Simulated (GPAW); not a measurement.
MnSi:

```xyz
8
Lattice="4.5480 0.0000 0.0000 0.0000 4.5480 0.0000 0.0000 0.0000 4.5480" Properties=species:S:1:pos:R:3 pbc="T T T"
Mn    3.9204    2.9016    1.6464
Mn    2.9016    1.6464    3.9204
Mn    1.6464    3.9204    2.9016
Mn    0.6276    0.6276    0.6276
Si    0.7004    1.5736    2.9744
Si    1.5736    2.9744    0.7004
Si    2.9744    0.7004    1.5736
Si    3.8476    3.8476    3.8476
```

Base run:

```yaml
Program: GPAW 26.7.0
Functional: LDA
Potentials_or_basis: the program's PAW data sets (release 1.2.1) made for this functional
Cutoff: 450 eV
Basis: pw
k_mesh: 4 × 4 × 4
Occupations: fermi-dirac, width 0.05 eV
Spin: collinear spin, ferromagnetic start
Starting_moments: "[5.0, 5.0, 5.0, 5.0, 0.0, 0.0, 0.0, 0.0] μB"
```

Its results: band gap on the k mesh none (metal or under the smearing width); pressure -15.0 GPa; net moment 3.74 μB per cell; site moments Mn +0.95; Si -0.03 μB; largest force 0.348 eV/Å.

The run is repeated on the same cell with these changes: functional from LDA to PBE; potentials or basis from the program's PAW data sets (release 1.2.1) made for this functional to GPAW PAW data sets (gpaw-data 1.2.1). What comes out?

Band gap on the k mesh none (metal or under the smearing width); pressure -2.9 GPa; net moment 4.00 μB per cell; site moments Mn +1.05; Si -0.05 μB; largest force 0.199 eV/Å.

Caveats: the cutoff is short for stress and forces, so pressures can be off by a GPa or more; the moment fell far below its start of 5 μB, so a state of higher moment may lie lower in energy; so large a pressure means that the cell lies far from this level's equilibrium, or that cutoff or potentials fall short (some runs).

Not every run made on this cell is shown here.
